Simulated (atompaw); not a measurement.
# Mn: generating and testing a PAW (atompaw) potential

Task: generate the file, and judge it by its logarithmic derivatives, its ghosts and its cutoff.

Method: atompaw 4.2.0.5, PBE, scalar-relativistic.

## (1) The atom and the settings

The settings as typed:

```
element                 : manganese (Mn, Z = 25)
type                    : PAW
frozen core             : [Ar]
valence charge          : 7
reference configuration : 3d6 4s1 4p0
partial waves           : 4s (bound): rc 3.00 bohr; 4s channel at 1.6 Ry: rc 2.40 bohr; 4p (bound, empty): rc 3.00 bohr; 4p channel at 1.95 Ry: rc 3.00 bohr; 3d (bound): rc 2.05 bohr; 3d channel at 0.3 Ry: rc 2.05 bohr
local potential         : ultrasoft scheme with l = 3 at -0.5 Ry, radius 2.05 bohr
core correction         : smooth core density matched at 2.25 bohr
augmentation charge     : besselshape compensation charge, radius 2.30 bohr; PAW radius 3.00 bohr; waves and projectors: custom polynom2 7 10 vanderbiltortho
```

## (2) Generating the potential

Mn.input reads:

```
Mn 25
GGA-PBE scalarrelativistic loggrid 1500 logderivrange -2 5 176
4 4 3 0 0 0
4 0 1
4 1 0
3 2 6
0 0 0
c
c
c
v
c
c
v
v
2
3.00 2.30 2.05 2.25
y
1.6
n
y
1.95
n
y
0.3
n
custom polynom2 7 10 vanderbiltortho besselshape
3 -0.5 ultrasoft
3.00
2.40
3.00
3.00
2.05
2.05
PWSCFOUT
UPFDX 0.0125d0 UPFXMIN -7.d0 UPFZMESH 25.d0
END
```

Run with:

```console
$ atompaw < Mn.input > Mn.log
```

What does the calculation give? Wanted: cutoffs for 10 and 1 mRy, occupied levels; bound ghosts; largest phase difference near zero energy, channels read; lowest eigenvalue of the overlap; share of valence orbitals outside the PAW sphere; UPF file.

As calculated:

| quantity | value |
| --- | --- |
| cutoffs for 10 and 1 mRy, occupied levels | 21 Ry and 25 Ry |
| bound ghosts | s at -4.76 eV |
| largest phase difference near zero energy, channels read | 3.135 rad |
| lowest eigenvalue of the overlap (Bessel basis) | 0.321 (s) |
| share of valence orbitals outside the PAW sphere | 4s 53 %, 4p 84 %, 3d 6 % |
| UPF file | written |

What this shows: A bound ghost (s) makes it unfit for use: electrons can fall into a state that the atom doesn't have. It counts as soft on the atom at that tolerance, with 21 Ry needed at the looser tolerance. The slowest occupied level is 3d: taken alone it needs 25 Ry to come within 1 mRy, against 6 Ry or less for 4s. Near zero energy the largest phase difference among the channels read is 3.14 rad, in the s channel. A step near π is an extra or missing state, not a misfit of shape. The pseudo curves have a pole with no partner nearby in the atom's: s at -0.35 Ry. All of this concerns the isolated atom, not yet a solid.
